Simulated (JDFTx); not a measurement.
The system is BiS.

```
CELL_PARAMETERS angstrom
4.00294 0.00000 0.00000
0.00000 4.00294 0.00000
0.00000 0.00000 4.00294
ATOMIC_POSITIONS crystal
Bi 0.50000 0.50000 0.50000
S 0.00000 0.00000 0.00000
```

The cell was built by a generator and needn't be a form met in nature.

```yaml
Program: JDFTx 1.7.0 (patched build)
Task: relaxation of cell and atoms
Functional: PBE
Potentials_or_basis: PseudoDojo-SR-PBE-0.4.1-standard (Bi) + PseudoDojo-SR-PBE-0.5-standard (S) with smoothed tails
Cutoff: 898 eV
Density_cutoff: 7184 eV
k_mesh: 7 × 7 × 7
Occupations: fermi-dirac, width 0.05 eV
Spin: no spin polarisation
```

At the start: pressure -10.9 GPa; volume 32.07 Å³/atom.

Problem. Where does the relaxation end?

Solution. Over 7 steps the energy falls by 405.9 meV/atom and the volume is 23.31 Å³/atom (-27.3 %); space group Pm-3m (No. 221, to 0.05 Å).

The path:
| step | energy change (eV) | largest force (eV/Å) | pressure (GPa) | volume (Å³) |
| --- | --- | --- | --- | --- |
| 1 | 0.0000 | 0.0000 | -10.93 | 64.14 |
| 2 | -0.2446 | 0.0000 | -10.25 | 60.45 |
| 3 | -0.7737 | 0.0000 | 4.75 | 43.92 |
| 4 | -0.8096 | 0.0000 | -1.01 | 47.30 |
| 5 | -0.8118 | 0.0000 | -0.07 | 46.66 |
| 6 | -0.8118 | 0.0000 | 0.00 | 46.61 |
| 7 | -0.8118 | 0.0000 | 0.00 | 46.61 |

Final structure:
```xyz
2
Lattice="3.5988 0.0000 0.0000 0.0000 3.5988 0.0000 0.0000 0.0000 3.5988" Properties=species:S:1:pos:R:3 pbc="T T T"
Bi    1.7994    1.7994    1.7994
S     0.0000    0.0000    0.0000
```

Caveat: the volume moved by over 15 % at a fixed basis, so the end points are rough; the plane waves are those of the starting cell, so after so large a change of volume the result is rough.
